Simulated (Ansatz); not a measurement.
**CH8BNSi2: up Jacob's ladder to CCSD(T)**

One table from this session's results is given with a row withheld; the runs are named, their logs left out.

Computed with Ansatz 0.2.0, Gaussian basis. Level: functionals in def2-TZVPP, the program's frozen cores in correlated methods.

Levels to be run: PBE-D4, r2SCAN-D4, PBE0-D4, B3LYP-D4, ωB97X-V, ωB97M-V, B2PLYP; CCSD(T)/def2-TZVPP; MP2/def2-QZVPP; extrapolation to the limit.

**The relaxed structure**

The geometry comes from an earlier relaxation with PBE0-D4 in a triple-zeta def2 set; it is a stationary point, not always the lowest conformer.

SMILES `[SiH3]C1BN[SiH2]1`, 13 atoms, charge 0, spin multiplicity 1.

Atoms are counted from 1 here; the program's logs count them from 0.

Bond lengths: Si1–C2 1.860 Å, Si1–H6 1.489 Å, Si1–H7 1.489 Å, Si1–H8 1.490 Å, C2–B3 1.603 Å, C2–Si5 1.866 Å, C2–H9 1.093 Å, B3–N4 1.410 Å, B3–H10 1.197 Å, N4–Si5 1.744 Å, N4–H11 1.005 Å, Si5–H12 1.489 Å, Si5–H13 1.488 Å. Angles: C2–Si1–H6 111.4°, C2–Si1–H7 111.6°, C2–Si1–H8 109.7°, H6–Si1–H7 107.9°, H6–Si1–H8 108.0°, H7–Si1–H8 108.1°, Si1–C2–B3 114.5°, Si1–C2–Si5 116.7°, Si1–C2–H9 109.0°, B3–C2–Si5 81.7°, B3–C2–H9 115.3°, Si5–C2–H9 117.6°, C2–B3–N4 103.9°, C2–B3–H10 129.7°, N4–B3–H10 126.4°, B3–N4–Si5 91.8°, B3–N4–H11 129.7°, Si5–N4–H11 138.4° and more.

The first run:

File in.yaml:

```yaml
crystal:
  periodic: [false, false, false]
  atoms:
    - {symbol: Si, position_ang: [-1.841999, 0.049674, -0.429529]}
    - {symbol: C, position_ang: [-0.041724, -0.361239, -0.648496]}
    - {symbol: B, position_ang: [0.621180, -1.130464, 0.592033]}
    - {symbol: N, position_ang: [1.505214, -0.182459, 1.146088]}
    - {symbol: Si, position_ang: [1.184826, 0.950540, -0.140759]}
    - {symbol: H, position_ang: [-2.322123, 0.972044, -1.495514]}
    - {symbol: H, position_ang: [-2.691424, -1.172725, -0.465538]}
    - {symbol: H, position_ang: [-2.048200, 0.717679, 0.885742]}
    - {symbol: H, position_ang: [0.099021, -0.836563, -1.622571]}
    - {symbol: H, position_ang: [0.438899, -2.246295, 0.985890]}
    - {symbol: H, position_ang: [2.102043, -0.255391, 1.950806]}
    - {symbol: H, position_ang: [0.675018, 2.276797, 0.305741]}
    - {symbol: H, position_ang: [2.339868, 1.183705, -1.049092]}
basis:
  gaussian: {orbitals: def2-TZVPP}
hamiltonian: {xc: pbe, dispersion: d4}
output: {forces: true, orbitals: {seedname: orbitals}}
```

The run is started by

```
ansatz run in.yaml --threads 4 --pin off --events-out ev --progress --plain --max-ram 10444MiB
```

Steps of the session up to this table: PBE-D4 (GGA); r2SCAN-D4 (meta-GGA); PBE0-D4 (hybrid); B3LYP-D4 (hybrid); ωB97X-V (range-separated); ωB97M-V (range-separated); B2PLYP (double hybrid); CCSD(T) in def2-TZVPP; MP2 in def2-QZVPP.

One table of the session follows, with a row left open; its other results are not shown here.

| method | atomisation energy (eV) |
| --- | --- |
| PBE-D4 | 48.333 |
| r2SCAN-D4 | 48.069 |
| PBE0-D4 | 47.959 |
| B3LYP-D4 | 48.060 |
| ωB97X-V | 48.342 |
| ωB97M-V | 48.250 |
| B2PLYP | 47.452 |
| HF/def2-TZVPP | ? |
| MP2/def2-TZVPP | 47.121 |
| CCSD/def2-TZVPP | 46.092 |
| CCSD(T)/def2-TZVPP | 46.679 |
| MP2/CBS | 48.370 |
| CCSD(T)/CBS | 47.928 |

Q: Estimate the row for HF/def2-TZVPP from the others.

The run gave: atomisation energy (eV): 36.027. In the column «atomisation energy (eV)» it is the lowest.
